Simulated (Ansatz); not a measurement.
# CH2OSe2: the cost of one run

Method: the settings change from run to run; program: Ansatz 0.2.0, Gaussian basis.

### Step 1. The relaxed structure

An earlier PBE0-D4 in a triple-zeta def2 set relaxation fixed the geometry.

SMILES `OC1[Se][Se]1`, 6 atoms, charge 0, spin multiplicity 1.

Atoms are counted from 1 here; the program's logs count them from 0.

Bond lengths: O1–C2 1.363 Å, O1–H5 0.963 Å, C2–Se3 1.923 Å, C2–Se4 1.977 Å, C2–H6 1.088 Å, Se3–Se4 2.349 Å. Angles: C2–O1–H5 108.9°, O1–C2–Se3 115.7°, O1–C2–Se4 119.8°, O1–C2–H6 115.7°, Se3–C2–Se4 74.1°, Se3–C2–H6 113.8°, Se4–C2–H6 111.2°, C2–Se3–Se4 54.0°, C2–Se4–Se3 51.9°.

Coordinates:

```mol
CH2OSe2
  3D, bonds by distance, orders not assigned

  6  6  0  0  0  0  0  0  0  0999 V2000
    0.5833    1.0354   -0.3875 O   0  0
   -0.0848    0.0038    0.2026 C   0  0
    1.0161   -1.3886    0.9432 Se  0  0
   -0.4940   -1.6251   -0.8407 Se  0  0
   -0.0560    1.6257   -0.8011 H   0  0
   -0.9223    0.2848    0.8374 H   0  0
  1  2  8  0
  2  3  8  0
  3  4  8  0
  1  5  8  0
  2  6  8  0
  2  4  8  0
M  END
```

### Step 2. B2PLYP/cc-pVTZ-DK

Options: the search for lower states set to off.

The input, in.yaml:

```yaml
crystal:
  periodic: [false, false, false]
  atoms:
    - {symbol: O, position_ang: [0.583279, 1.035373, -0.387535]}
    - {symbol: C, position_ang: [-0.084806, 0.003758, 0.202587]}
    - {symbol: Se, position_ang: [1.016088, -1.388597, 0.943229]}
    - {symbol: Se, position_ang: [-0.494025, -1.625090, -0.840738]}
    - {symbol: H, position_ang: [-0.056025, 1.625668, -0.801118]}
    - {symbol: H, position_ang: [-0.922313, 0.284788, 0.837375]}
basis:
  gaussian: {orbitals: cc-pVTZ-DK}
hamiltonian: {xc: {name: B2PLYP}}
scf: {lower_state_search: off}
output: {forces: true}
```

The run is started by

```bash
> ansatz run in.yaml --threads 4 --pin off --events-out ev --progress --plain --max-ram 10444MiB
```

**Question.** How long does this run take on 4 threads of Arm Neoverse V2, shared host, and how much memory does it need?

About 10 s, with a peak of 0.6 GiB.
